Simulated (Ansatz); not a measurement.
# AlH5OSn: energy of protonation at one site in Python

Wanted for AlH5OSn: the energy of protonation at one site.

Program: Ansatz 0.2.0, driven from Python. Level of theory: B3LYP/def2-SVP. These are calculated values, not measurements.

### Step 1. Starting point

Bond lengths: O1–Sn2 1.939 Å, Sn2–Al3 2.620 Å, O1–H4 0.962 Å, Sn2–H5 1.765 Å, Sn2–H6 1.763 Å, Al3–H7 1.569 Å, Al3–H8 1.668 Å. Angles: O1–Sn2–Al3 107.2°, O1–Sn2–H5 109.8°, O1–Sn2–H6 110.7°, Al3–Sn2–H5 109.4°, Al3–Sn2–H6 110.2°, H5–Sn2–H6 109.5°, Sn2–O1–H4 104.0°, Sn2–Al3–H7 122.5°, Sn2–Al3–H8 119.0°, H7–Al3–H8 118.6°.

The script holds or builds the structure itself.

### Step 2. Script

File run_pa.py:

```python
'''Adding a proton to AlH5OSn.'''

import ansatz as az
from ase import Atoms
import numpy as np

atoms = Atoms(['O', 'Sn', 'Al', 'H', 'H', 'H', 'H', 'H'], positions=[
    (-2.0395, 0.4624, -0.6041),
    (-0.2202, 0.9531, -0.1471),
    (1.003, -1.2314, 0.6253),
    (-1.9347, -0.2335, -1.2594),
    (0.5958, 1.6118, -1.567),
    (-0.2052, 2.1498, 1.1474),
    (0.2849, -2.6252, 0.6768),
    (2.608, -1.1442, 1.0722),
])
alh5osn = az.Crystal.molecule_from_ase(atoms)

calc = (
    alh5osn.calculation()
    .basis(gaussian='def2-SVP')
    .functional('B3LYP')
)
symbols = [site.symbol for site in alh5osn.cartesian_sites]
start = np.array([site.position_ang for site in alh5osn.cartesian_sites], dtype=float)
summary = calc.relax(force_tolerance=0.01, max_steps=100).run(threads=1, pin='off').report
end = np.array(summary['positions_ang'])

# start the new hydrogen opposite the existing bonds
away = sum((end[0] - end[j]) / np.linalg.norm(end[0] - end[j]) for j in [1, 3]) + np.array([0.15, 0.1, -0.2])
proton = end[0] + 1.0 * away / np.linalg.norm(away)
acid = az.Crystal.molecule()
for symbol, place in zip(symbols, end):
    acid = acid.atom(symbol, place.tolist())
acid = acid.atom('H', proton.tolist())
protonated = acid.calculation()
protonated = protonated.basis(gaussian='def2-SVP')
protonated = protonated.functional('B3LYP')
protonated = protonated.charge(1)
protonated = protonated.relax(force_tolerance=0.01, max_steps=80)
after = protonated.run(threads=1, pin='off').report
xyz = np.array(after['positions_ang'])
reach = np.linalg.norm(xyz[:-1] - xyz[-1], axis=1)
print(f'base {summary["free_energy_ev"]:.5f} eV, protonated {after["free_energy_ev"]:.5f} eV')
print(f'the proton ends {reach.min():.3f} A from {symbols[reach.argmin()]}{reach.argmin()}')
print(f'electronic proton affinity {(summary["free_energy_ev"] - after["free_energy_ev"]):.3f} eV')
```

### Step 3. Launch

Run with:

```bash
python run_pa.py
```

Q: Predict the main results. Wanted: electronic proton affinity; moves of the relaxation of run 1; energy gained in run 1; last largest force component of run 1; moves of the relaxation of run 2; energy gained in run 2; last largest force component of run 2.

The runs gave:

| quantity | value |
| --- | --- |
| electronic proton affinity | 9.853 eV |
| runs compared | 2 |
| moves of the relaxation of run 1 | 18 |
| energy gained in run 1 | 0.254 eV |
| last largest force component of run 1 | 0.0073 eV/Å |
| moves of the relaxation of run 2 | 12 |
| energy gained in run 2 | 0.805 eV |
| last largest force component of run 2 | 0.0086 eV/Å |

Run 1: After 18 moves the largest shift is 0.617 Å, of atom 8 (H). Run 2: The relaxation took 12 moves; the largest shift is 0.458 Å, of atom 7 (H). Caveats:
- The proton is put on one chosen atom, which needn't be the most basic site, so the molecule's proton affinity can be higher; the ends are stationary points, not checked by frequencies, and zero-point and thermal terms count only where printed.
- def2 sets replace the cores of elements past krypton by effective core potentials.
- b3lyp holds the VWN-RPA fit, as in Gaussian; the form of ORCA and Turbomole is b3lyp5.
